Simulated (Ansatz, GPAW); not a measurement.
Te2Mo: GLLB-SC, run from Python

These are simulated results from GPAW 26.7.0, not measurements. The cell began as a measured structure and was relaxed with r2SCAN+rVV10 in plane waves (Ansatz 0.2.0). All runs are without spin polarisation.

The symmetry is P6_3/mmc (No. 194, hexagonal); a = 3.542 Å, c = 14.177 Å in the conventional setting, 25.67 Å³ an atom. Te is surrounded by 3 Mo at 2.72 Å; Mo is surrounded by 6 Te at 2.72 Å.

GLLB-SC is a model potential. Its fundamental gap is the Kohn-Sham gap plus a derivative discontinuity, which the script evaluates at the band edges among the listed k points. Its total energy isn't variational and serves nothing here.

Input script:

```python
import json
from ase import Atoms
from gpaw import GPAW, PW, FermiDirac

atoms = Atoms(['Te', 'Te', 'Te', 'Te', 'Mo', 'Mo'],
              cell=[[3.54212765, 0.0, 0.0], [-1.77106383, 3.06757253, 0.0], [0.0, 0.0, 14.17664293]],
              scaled_positions=[[0.333333333, 0.666666667, 0.623414933], [0.666666667, 0.333333333, 0.123414933], [0.333333333, 0.666666667, 0.876585067], [0.666666667, 0.333333333, 0.376585067], [0.333333333, 0.666666667, 0.25], [0.666666667, 0.333333333, 0.75]],
              pbc=True)
calc = GPAW(mode=PW(400), xc='GLLBSC', kpts={'size': (6, 6, 2), 'gamma': True},
            occupations=FermiDirac(0.02), maxiter=100, legacy_gpaw=True, txt='gpaw.txt')
atoms.calc = calc
res = {'energy': atoms.get_potential_energy(force_consistent=True)}
res['electrons'] = calc.get_number_of_electrons()
res['k'] = calc.get_ibz_k_points().tolist()
res['levels'] = [calc.get_eigenvalues(kpt=i).tolist() for i in range(len(res['k']))]
points = [[0.0, 0.0, 0.0], [0.5, 0.0, 0.0], [0.333333, 0.333333, 0.0], [0.0, 0.0, 0.5], [0.5, 0.0, 0.5], [0.333333, 0.333333, 0.5], [0.195312, 0.197917, 0.0]]
bands = calc.fixed_density(kpts=points, symmetry='off', nbands=round(res['electrons']) // 2 + 6, convergence={'bands': -2}, txt='bands.txt')
res['points'] = [bands.get_eigenvalues(kpt=i).tolist() for i in range(len(points))]
homo, lumo = bands.get_homo_lumo()
potential = calc.hamiltonian.xc.response.calculate_discontinuity_potential(homo, lumo)
res['discontinuity'] = bands.hamiltonian.xc.response.calculate_discontinuity(potential)
json.dump(res, open('results.json', 'w'))
print('free energy (eV):', round(res['energy'], 5))
```

Command: `python run.py`. It took 2.6 min on 1 thread of Arm Neoverse V1 (shared host), peak memory 0.28 GiB.

The log gpaw.txt, trimmed of paths, versions and times, then the last line on the terminal. An iter line gives the energy in eV and the logarithms of the changes of orbitals (plane waves alone) and density (c: converged):

```
___ ___ ___ _ _ _
 |   |   |_  | | | |

 | | | | | . | | | |

 |__ |  _|___|_____|  26.7.0
 |___|_|

Input parameters:
  kpts: {gamma: True,
         size: (6, 6, 2)}
  maxiter: 100
  mode: {ecut: 400.0,
         name: pw}
  occupations: {fixmagmom: False,
                name: fermi-dirac,
                width: 0.02}
  xc: GLLBSC

System changes: positions, numbers, cell, pbc, initial_charges, initial_magmoms

Initialize ...

species:
  Te:
    name:    Tellurium
    Z:       52.0
    valence: 6
    core:    46
    charge:  0.0  # [|e|]
    compensation charges:
      type: gauss
      rc: 0.36  # [Å]
      lmax: 2
    cutoffs:
      filter: 2.09  # [Å]
      core: 3.17  # [Å]
    projectors
    | kind |    occ | energy [eV] | rcut [Å] |

    |------|--------|-------------|----------|

    |   5s |  2.000 |     -17.259 |    1.180 |

    |   5p |  4.000 |      -8.515 |    1.196 |

    |    s |        |       9.952 |    1.180 |

    |    p |        |      18.697 |    1.196 |

    |    d |        |       0.000 |    1.238 |

    Using partial waves for Te as LCAO basis

  Mo:
    name:    Molybdenum
    Z:       42.0
    valence: 14
    core:    28
    charge:  0.0  # [|e|]
    compensation charges:
      type: gauss
      rc: 0.38  # [Å]
      lmax: 2
    cutoffs:
      filter: 2.16  # [Å]
      core: 1.42  # [Å]
    projectors
    | kind |    occ | energy [eV] | rcut [Å] |

    |------|--------|-------------|----------|

    |   4s |  2.000 |     -65.802 |    1.238 |

    |   5s |  1.000 |      -6.523 |    1.238 |

    |   4p |  6.000 |     -40.247 |    1.296 |

    |   5p |  0.000 |      -2.799 |    1.296 |

    |   4d |  5.000 |      -6.061 |    1.296 |

    |    d |        |      21.151 |    1.296 |

    Using partial waves for Mo as LCAO basis

Reference energy: -958995.139152  # eV

Spin-paired calculation

Convergence criteria:
 Maximum [total energy] change in last 3 cyles: 0.0005 eV / valence electron
 Maximum integral of absolute [dens]ity change: 0.0001 electrons / valence electron
 Maximum integral of absolute [eigenst]ate change: 4e-08 eV^2 / valence electron
 Maximum number of scf [iter]ations: 100
 (Square brackets indicate name in SCF output, whereas a 'c' in
 the SCF output indicates the quantity has converged.)

Symmetries present (total): 4

  ( 1  1  0)  ( 1  0  0)  (-1  0  0)  (-1 -1  0)
  ( 0 -1  0)  ( 0  1  0)  ( 0 -1  0)  ( 0  1  0)
  ( 0  0  1)  ( 0  0  1)  ( 0  0 -1)  ( 0  0 -1)

72 k-points: 6 x 6 x 2 Monkhorst-Pack grid + [1/12,1/12,1/4]
26 k-points in the irreducible part of the Brillouin zone
       k-points in crystal coordinates                weights
   0:     0.00000000    0.00000000    0.00000000          1/72
   1:     0.00000000    0.00000000    0.50000000          1/72
   2:     0.16666667   -0.33333333    0.00000000          2/72
   3:     0.16666667   -0.33333333    0.50000000          2/72
   4:     0.16666667   -0.16666667    0.00000000          4/72
   5:     0.16666667   -0.16666667    0.50000000          4/72
   6:     0.16666667    0.00000000    0.00000000          2/72
   7:     0.16666667    0.00000000    0.50000000          2/72
   8:     0.33333333   -0.33333333    0.00000000          4/72
   9:     0.33333333   -0.33333333    0.50000000          4/72
          ...
  25:     0.50000000    0.50000000    0.50000000          2/72

Wave functions: Plane wave expansion
  Cutoff energy: 400.000 eV
  Number of coefficients (min, max): 2784, 2832
  Pulay-stress correction: 0.000000 eV/Ang^3 (de/decut=0.000000)
  Using FFTW library
  ScaLapack parameters: grid=1x1, blocksize=None
  Wavefunction extrapolation:
    Improved wavefunction reuse through dual PAW basis

Occupation numbers: Fermi-Dirac:
  width: 0.0200  # eV

Eigensolver
   Davidson(niter=2)

Densities:
  Coarse grid: 18*18*70 grid
  Fine grid: 36*36*140 grid
  Total Charge: 0.000000

Density mixing:
  Method: separate
  Backend: msr1
  Linear mixing parameter: 0.05
  old densities: 10
  Width of damping distribution: 1.1
  Damping of long wavelength oscillations: 20

Hamiltonian:
  XC and Coulomb potentials evaluated on a 36*36*140 grid
  Using the GLLBSC Exchange-Correlation functional
  External potential:
    NoExternalPotential

XC parameters: GLLBSC functional being used consists of
  -----------------------------------------------------------------------
  | Weight | Module     | Description                                   |

  -----------------------------------------------------------------------
  |  1.000 | SCREENING  | GGA_X_PBE_SOL with 2 nearest neighbor stencil |

  |  1.000 | RESPONSE   | eps=0.0500 eV                                 |

  |  1.000 | XC         | GGA_C_PBE_SOL with 2 nearest neighbor stencil |

  -----------------------------------------------------------------------

Memory estimate:
  Process memory now: 115.86 MiB
  Calculator: 71.48 MiB
    Density: 11.68 MiB
      Arrays: 4.50 MiB
      Localized functions: 3.72 MiB
      Mixer: 3.46 MiB
    Hamiltonian: 3.03 MiB
      Arrays: 2.94 MiB
      XC: 0.00 MiB
      Poisson: 0.00 MiB
      vbar: 0.09 MiB
    Wavefunctions: 56.77 MiB
      Arrays psit_nG: 40.45 MiB
      Eigensolver: 1.97 MiB
      Projections: 1.26 MiB
      Projectors: 11.11 MiB
      PW-descriptor: 1.99 MiB

Total number of cores used: 1

Number of atoms: 6
Number of atomic orbitals: 42
Number of bands in calculation: 36
Number of valence electrons: 52
Bands to converge: occupied

... initialized

Initializing position-dependent things.

Density initialized from atomic densities
Creating initial wave functions:
  36 bands from LCAO basis set
Positions:
   0 Te    -0.000000    2.045048    8.837931    ( 0.0000,  0.0000,  0.0000)
   1 Te     1.771064    1.022524    1.749609    ( 0.0000,  0.0000,  0.0000)
   2 Te    -0.000000    2.045048   12.427033    ( 0.0000,  0.0000,  0.0000)
   3 Te     1.771064    1.022524    5.338712    ( 0.0000,  0.0000,  0.0000)
   4 Mo    -0.000000    2.045048    3.544161    ( 0.0000,  0.0000,  0.0000)
   5 Mo     1.771064    1.022524   10.632482    ( 0.0000,  0.0000,  0.0000)

Unit cell:
           periodic     x           y           z      points  spacing
  1. axis:    yes    3.542128    0.000000    0.000000    18     0.1704
  2. axis:    yes   -1.771064    3.067573    0.000000    18     0.1704
  3. axis:    yes    0.000000    0.000000   14.176643    70     0.2025

  Lengths:   3.542128   3.542128  14.176643
  Angles:   90.000000  90.000000 120.000000

Effective grid spacing dv^(1/3) = 0.1894

iter:   1   -42.652366
iter:   2   -41.935632   -0.29  -1.18
iter:   3   -41.429653   -1.01  -1.18
iter:   4   -41.334071   -1.45  -1.42
iter:   5   -41.283892   -2.27  -1.60
iter:   6   -41.146546   -2.54  -1.66
iter:   7   -41.200131   -2.59  -2.11
iter:   8   -41.203560   -3.64  -2.19
iter:   9   -41.186829c  -3.90  -2.58
iter:  10   -41.189276c  -4.66  -2.81
iter:  11   -41.190828c  -5.38  -3.25
iter:  12   -41.189980c  -6.02  -3.63
iter:  13   -41.189599c  -7.07  -4.09c
iter:  14   -41.189675c  -7.80c -4.49c

Converged after 14 iterations.

Energy contributions relative to reference atoms: (reference = -958995.139152)

Kinetic:        +82.384727
Potential:      -80.932041
External:        +0.000000
XC:             -38.416456
Entropy (-ST):   -0.000000
Local:           -4.225904
SIC:             +0.000000
--------------------------
Free energy:    -41.189675
Extrapolated:   -41.189675

GLLBSC response reference energy: 6.95780 eV (from HOMO)

Showing only first 2 kpts
 Kpt  Band  Eigenvalues  Occupancy
  0    24      6.60145    2.00000
  0    25      6.95792    2.00000
  0    26      9.96451    0.00000
  0    27      9.96451    0.00000

  1    24      6.86970    2.00000
  1    25      6.86998    2.00000
  1    26      9.99675    0.00000
  1    27      9.99675    0.00000

Fermi level: 7.45835

Gap: 0.964 eV
Transition (v -> c):
  (s=0, k=0, n=25, [0.00, 0.00, 0.00]) -> (s=0, k=14, n=26, [0.33, 0.33, 0.00])
Direct/indirect transitions are different
Direct gap: 0.990 eV
Transition at: (s=0, k=14, n=25, [0.33, 0.33, 0.00])

free energy (eV): -41.18967
```

The gap in the log is over the mesh alone; results.json adds the listed points. GLLB-SC gives a gap of 1.24 eV (0.859 eV Kohn-Sham over the listed points plus 0.377 eV discontinuity). On the same cell, plane-wave PBE (Ansatz, 12×12×2 k points and the special points) gives a gap of 0.77 eV and r2SCAN a gap of 0.88 eV; on shared hosts these took about 21 and 49 core-seconds on the 6-atom cell, against 160 for the script. Spin-orbit coupling, left out in all these runs, can cut or reorder the gap by tenths of an eV, up to about 1 eV with Pb or Bi.

No spin-orbit coupling is included; it can move band edges with weight on the heavy atoms by tenths of an eV.
